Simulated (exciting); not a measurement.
Write the native input for exciting (release sodium) that does the following.

```
Task                                     : optical spectrum
Functional                               : PBE (libxc)
Potentials or basis                      : all-electron LAPW+lo, shipped species files, valence relativity iora*
rgkmax                                   : 8
k mesh                                   : 7 × 7 × 7, shifted
Occupations                              : gaussian, width 0.136 eV
Spin                                     : no spin polarisation
outputlevel                              : normal
Top of the spectrum (Ha)                 : 1 Ha
Broadening (Ha)                          : 0.007 Ha
gmaxvr (cutoff of density and potential) : 14 1/bohr
lmaxapw (and lmaxmat)                    : 10
lmaxvr                                   : 8
nempty                                   : 36
Valence relativity                       : iora*
epsengy                                  : 1e-05 Ha
epspot                                   : 1e-05 Ha
maxscl                                   : 60
Muffin-tin radii                         : Nb 2.3, Cu 2.0 bohr
```

Crystal: NbCu.

```
Nb Cu
1.0
     0.00000    2.56221    2.56221
     2.56221    0.00000    2.56221
     2.56221    2.56221    0.00000
Nb Cu
1 1
Direct
  0.00000 0.00000 0.00000
  0.50000 0.50000 0.50000
```

The cell was built by a generator and needn't be a form met in nature.

These files were run (other wordings do the same):

input.xml

```xml
<input>
  <title>NbCu</title>
  <structure speciespath="./" tshift="false">
    <crystal scale="1.88972612463">
      <basevect>0.000000000000 2.562210000000 2.562210000000</basevect>
      <basevect>2.562210000000 0.000000000000 2.562210000000</basevect>
      <basevect>2.562210000000 2.562210000000 0.000000000000</basevect>
    </crystal>
    <species speciesfile="Nb.xml" rmt="2.3">
      <atom coord="0.000000000000 0.000000000000 0.000000000000"/>
    </species>
    <species speciesfile="Cu.xml" rmt="2">
      <atom coord="0.500000000000 0.500000000000 0.500000000000"/>
    </species>
  </structure>
  <groundstate do="fromscratch" ngridk="7 7 7" rgkmax="8" gmaxvr="14" lmaxapw="10" lmaxmat="10" lmaxvr="8" stype="Gaussian" swidth="0.00499791" nempty="36" ValenceRelativity="iora*" epsengy="1e-05" epspot="1e-05" maxscl="60" outputlevel="normal" vkloff="0.5 0.5 0.5">
    <libxc exchange="XC_GGA_X_PBE" correlation="XC_GGA_C_PBE"/>
  </groundstate>
  <properties>
    <momentummatrix/>
    <dielmat intraband="false" wmax="1" wgrid="200" swidth="0.007" tevout="true">
      <epscomp>1 1</epscomp>
      <epscomp>2 2</epscomp>
      <epscomp>3 3</epscomp>
    </dielmat>
  </properties>
</input>
```

Potentials or basis: all-electron LAPW+lo, shipped species files, valence relativity iora*.

Command:

```console
$ OMP_NUM_THREADS=1 exciting_smp
```

It gave:

```
All electrons inside the program's atomic spheres : Nb 38.25; Cu 27.44 (radii Nb 2.3, Cu 2.0 bohr)
Density of states at the Fermi level              : 3.27 states/eV per cell
```

Caveat: the intraband (Drude) term of the metal is left out; spectra need much finer meshes, so this one isn't converged; independent-particle spectra lack excitons.

Wall time 60 s on 1 thread of Intel(R) Xeon(R) 6975P-C (Granite Rapids) (shared host), peak memory 0.37 GiB.
